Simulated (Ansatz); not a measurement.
## Te, space group Imma: a convergence test of the k-point mesh, step by step

Program: the Ansatz DFT code, driven from Python.

At the Python prompt:
```pycon
>>> import ansatz as az
>>> lattice = az.Lattice.of(
...     (-2.957791, 3.875966, 1.535153),
...     (2.957791, -3.875966, 1.535153),
...     (2.957791, 3.875966, -1.535153),
... )
>>> sites = [
...     ("Te", (0.999071, 0.249071, 0.75)),
...     ("Te", (0.000929, 0.750929, 0.25)),
... ]
>>> crystal = az.Crystal(lattice=lattice)
>>> for symbol, position in sites:
...     crystal = crystal.atom(symbol, position)
...
>>> [site.symbol for site in crystal.resolved().sites]
['Te', 'Te']
>>> calc = (
...     crystal.calculation()
...     .functional("r2SCAN")
...     .occupations(az.OccupationsMethod.COLD)
... )
>>> rows = []
>>> for value in [(3, 3, 3), (4, 4, 4), (5, 5, 5), (7, 7, 7), (8, 8, 8), (10, 10, 10)]:
...     summary = calc.kpoints(*value).run(threads=1, pin="off").report
...     rows.append((value, summary["free_energy_ev"] / len(summary["lattice"]["sites"]), summary["n_iterations"], summary["n_kpoints"]))
...
DeckWarning: basis.ecutwfc = 500 eV, auto-derived from the records' recommended cutoffs: set by Te (their level for a meta-GGA)
>>> print("        mesh   F/atom (eV)    iterations      k-points")
        mesh   F/atom (eV)    iterations      k-points
>>> for row in rows:
...     print(f"{str(row[0]):>12s}  {row[1]:12.5f}  {row[2]:12d}  {row[3]:12d}")
...
   (3, 3, 3)   -6994.96104             6             8
   (4, 4, 4)   -6994.56271             5            18
   (5, 5, 5)   -6994.55970             6            27
   (7, 7, 7)   -6994.65182             5            64
   (8, 8, 8)   -6994.63064             5            95
(10, 10, 10)   -6994.65086             5           171
>>> # differences from the last row
>>> for row in rows[:-1]:
...     shift = 1000 * (row[1] - rows[-1][1])
...     print(f"{row[0]}: {shift:+.2f} meV/atom" + ("  (within 2 meV)" if abs(shift) < 2 else ""))
...
(3, 3, 3): -310.18 meV/atom
(4, 4, 4): +88.15 meV/atom
(5, 5, 5): +91.16 meV/atom
(7, 7, 7): -0.96 meV/atom  (within 2 meV)
(8, 8, 8): +20.23 meV/atom
```

What to keep in mind:
- A row within the bound is followed by one outside it, so the series isn't shown to be converged.
- This isn't the structure that Te takes at ambient conditions.
- Warnings are shown shortened and without file and line.
- Shifts are counted from the finest mesh, which is itself no proven limit.
- Hardware and time: 43 s on 1 thread of Arm Neoverse V2 (shared host), peak memory 0.74 GiB.
